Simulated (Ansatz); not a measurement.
Geometry optimisation, DFT PBE-D3(BJ), scalar-relativistic, plane waves, PAW (Ansatz 0.2.0).

Input file:

```yaml
crystal:
  lattice:
    - [10.17, 0.0, 0.0]
    - [-2.5425, 5.119039, 0.0]
    - [0.0, 0.0, 16.516821]
  atoms:
    - { symbol: Yb, position: [0.1558358, 0.6233432, 0.1273468] }
    - { symbol: Pb, position: [0.0, 0.0, 0.0605443] }
    - { symbol: Yb, position: [0.4675074, 0.8700295, 0.2609517] }
    - { symbol: Pb, position: [0.3116716, 0.2466864, 0.1941492] }
    - { symbol: Yb, position: [0.279179, 0.1167159, 0.3945566] }
    - { symbol: Pb, position: [0.1233432, 0.4933727, 0.3277542] }
    - { symbol: Yb, position: [0.6558358, 0.6233432, 0.1273468] }
    - { symbol: Pb, position: [0.5, 0.0, 0.0605443] }
    - { symbol: Yb, position: [0.9675074, 0.8700295, 0.2609517] }
    - { symbol: Pb, position: [0.8116716, 0.2466864, 0.1941492] }
    - { symbol: Yb, position: [0.779179, 0.1167159, 0.3945566] }
    - { symbol: Pb, position: [0.6233432, 0.4933727, 0.3277542] }
    - { symbol: Cu, position: [0.8414019, 0.6807977, 0.4938493] }
basis:
  ecutwfc: 420.0
kpoints:
  mp_grid: { grid: [1, 2, 1] }
hamiltonian:
  xc: pbe
  dispersion: d3bj
scf:
  occupations: { method: fermi_dirac, width: 0.1 }
  lower_state_search: "off"
relax:
  f_tol: 0.08
  max_steps: 25
  adjacent_minimum: "off"
  constraints: [{ sites: [0, 1, 6, 7] }]
output:
  write_density: true
  write_potential: true
  elf: true
  volumetric_format: npy
```

Command:

```bash
$ ansatz run input.yaml --threads 2 --pin off --max-ram 5120MiB --backend cpu --events-out ev --progress --plain --runs-dir out
```

Task: Where does it end, and by what steps?

Result: The forces met the threshold. The force dipped under the threshold on the way, but the program's further checks kept it going. Limits of this set-up: coarse k mesh, thin slab, slab without dipole correction, a typed lattice constant that wasn't relaxed here. After 15 steps the energy has fallen by 1.443 eV; Cu13 moved furthest, 1.90 Å. Joined: Yb5–Cu13 (4.34 → 3.12 Å), Pb6–Cu13 (4.43 → 3.07 Å).

```
step  energy less start (eV)  largest force component (eV/Å)  accepted
   0                  0.0000                           0.976       yes
   1                 -0.2557                           0.978       yes
   2                 -0.4947                           0.950       yes
   3                 -0.7121                           0.867       yes
   4                 -0.8961                           0.691       yes
   5                 -1.0413                           0.450       yes
   6                 -1.1598                           0.366       yes
   7                 -1.2464                           0.174       yes
   8                 -1.3169                           0.167       yes
   9                 -1.3692                           0.086       yes
  10                 -1.3850                           0.236       yes
  11                 -1.4033                           0.051       yes
  12                 -1.4033                           0.051       yes
  13                 -1.4121                           0.045       yes
  14                 -1.4281                           0.045       yes
  15                 -1.4434                           0.048       yes
```

```xyz
13
Lattice="10.1700 0.0000 0.0000 -2.5425 5.1190 0.0000 0.0000 0.0000 16.5168" Properties=species:S:1:pos:R:3
Yb 0.000 3.191 2.103
Pb 0.000 0.000 1.000
Yb 2.656 4.885 4.324
Pb 2.567 1.419 2.525
Yb 2.350 1.338 6.128
Pb -0.041 3.295 5.313
Yb 5.085 3.191 2.103
Pb 5.085 0.000 1.000
Yb 7.547 4.839 4.101
Pb 7.621 1.358 2.545
Yb 7.865 1.289 6.226
Pb 5.176 3.048 5.453
Cu 7.678 4.441 6.757
```

Whether the end is a true minimum wasn't checked by a vibrational analysis.

Time of the run: 2.9 min on 2 threads of Intel(R) Xeon(R) CPU @ 2.60GHz (Ice Lake), on a shared host, peak memory 1.6 GiB.
